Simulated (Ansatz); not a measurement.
# CuO radical: one species, many methods

How much do the methods differ for CuO radical? The plan is to run it at one geometry with functionals of several rungs and with coupled cluster. The yardstick is the atomisation energy at the CCSD(T) limit.

The runs use Ansatz 0.2.0, Gaussian basis; functionals in def2-TZVPP, the program's frozen cores in correlated methods.

Levels to be run: LDA (SPW92), PBE-D4, revPBE-D4, BLYP-D4, r2SCAN-D4, B97M-V, PBE0-D4, B3LYP-D4, r2SCANh-D4, r2SCAN0-D4, HSE06-D4, BHLYP-D4, CAM-B3LYP-D4, LC-ωPBE, ωB97X-V, ωB97M-V, B2PLYP, PBE-QIDH; CCSD(T)/def2-SVP; CCSD(T)/def2-TZVPP; CCSD(T)/def2-QZVPP; extrapolation to the limit; RPA on PBE.

## (1) The geometry

The geometry comes from an earlier relaxation with PBE0-D4 in a triple-zeta def2 set; it is a stationary point.

SMILES `[O][Cu]`, 2 atoms, charge 0, spin multiplicity 2.

Atoms are counted from 1 here; the program's logs count them from 0.

Bond lengths: O1–Cu2 1.758 Å.

## (2) LDA

This LDA is Slater exchange with PW92 correlation.

Contents of in.yaml:

```yaml
crystal:
  periodic: [false, false, false]
  atoms:
    - {symbol: O, position_ang: [0.750140, -0.248590, 0.384903]}
    - {symbol: Cu, position_ang: [-0.750140, 0.248590, -0.384903]}
basis:
  gaussian: {orbitals: def2-TZVPP}
magnetization: {spin_polarized: true, initial_magnetization: 1}
hamiltonian: {xc: lda}
output: {orbitals: {seedname: orbitals}}
```

Run with:

```bash
$ ansatz run in.yaml --threads 2 --pin off --events-out ev --progress --plain --max-ram 32768MiB --backend cpu
```

Further steps of the session: PBE-D4 (GGA); revPBE-D4 (GGA); BLYP-D4 (GGA); r2SCAN-D4 (meta-GGA); B97M-V (meta-GGA); PBE0-D4 (hybrid); B3LYP-D4 (hybrid); r2SCANh-D4 (hybrid); r2SCAN0-D4 (hybrid); HSE06-D4 (hybrid); BHLYP-D4 (hybrid); CAM-B3LYP-D4 (range-separated); LC-ωPBE (range-separated); ωB97X-V (range-separated); ωB97M-V (range-separated); B2PLYP (double hybrid); PBE-QIDH (double hybrid); CCSD(T) in def2-SVP; CCSD(T) in def2-TZVPP; CCSD(T) in def2-QZVPP; RPA on PBE orbitals.

Before running them: what should the planned runs give, taken together? Wanted: atomisation energy, CCSD(T)/CBS; farthest beyond LDA; mean size of error, GGA; mean size of error, meta-GGA; mean size of error, hybrid; mean size of error, range-separated; mean size of error, double hybrid; gap, smallest and largest; T1 diagnostic.

As calculated:

| quantity | value |
| --- | --- |
| atomisation energy, CCSD(T)/CBS | 25.1 kJ/mol |
| functionals within 0.1 kJ/mol (0.5 %) | none; nearest BHLYP-D4 (+182.1 kJ/mol) |
| farthest beyond LDA | PBE-D4 (+291.9 kJ/mol) |
| mean size of error, GGA | 281.6 kJ/mol |
| mean size of error, meta-GGA | 263.4 kJ/mol |
| mean size of error, hybrid | 223.5 kJ/mol |
| mean size of error, range-separated | 244.9 kJ/mol |
| mean size of error, double hybrid | 221.7 kJ/mol |
| gap, smallest and largest | 0.03 eV (LDA (SPW92)), 8.75 eV (LC-ωPBE) |
| T1 diagnostic | 0.0964 |
| triples share of the correlation energy | 3.2 % |

What this shows: LDA overbinds by 361.2 kJ/mol (1440 %). PBE-D4 is off by +291.9 kJ/mol. Double hybrids carry the basis error of their MP2 part in triple zeta, and no dispersion term here, so their miss is partly the set-up's. By mean error the best rung here is double hybrid (221.7 kJ/mol) and the worst beyond LDA is GGA (281.6 kJ/mol). The gap between the best rungs is small, so their order is not settled. RPA and LDA stand outside this count. The reference freezes the cores and leaves out relativity and excitations past (T), so misses under about 0.1 kJ/mol can't be ranked. Hartree-Fock recovers 266 % of the binding; the rest is correlation. CCSD(T) in def2-SVP is off by +185.8 kJ/mol, from the basis alone. The gap grows from 0.0 to 8.7 eV across the functionals, mostly with the share of exact exchange. The T1 diagnostic, 0.096, is well above the customary 0.045, so CCSD(T) itself is less safe here. The UHF reference is spin-contaminated (⟨S²⟩ = 1.71 against 0.75). For Cu the d shell is correlated and the shells below it are frozen.
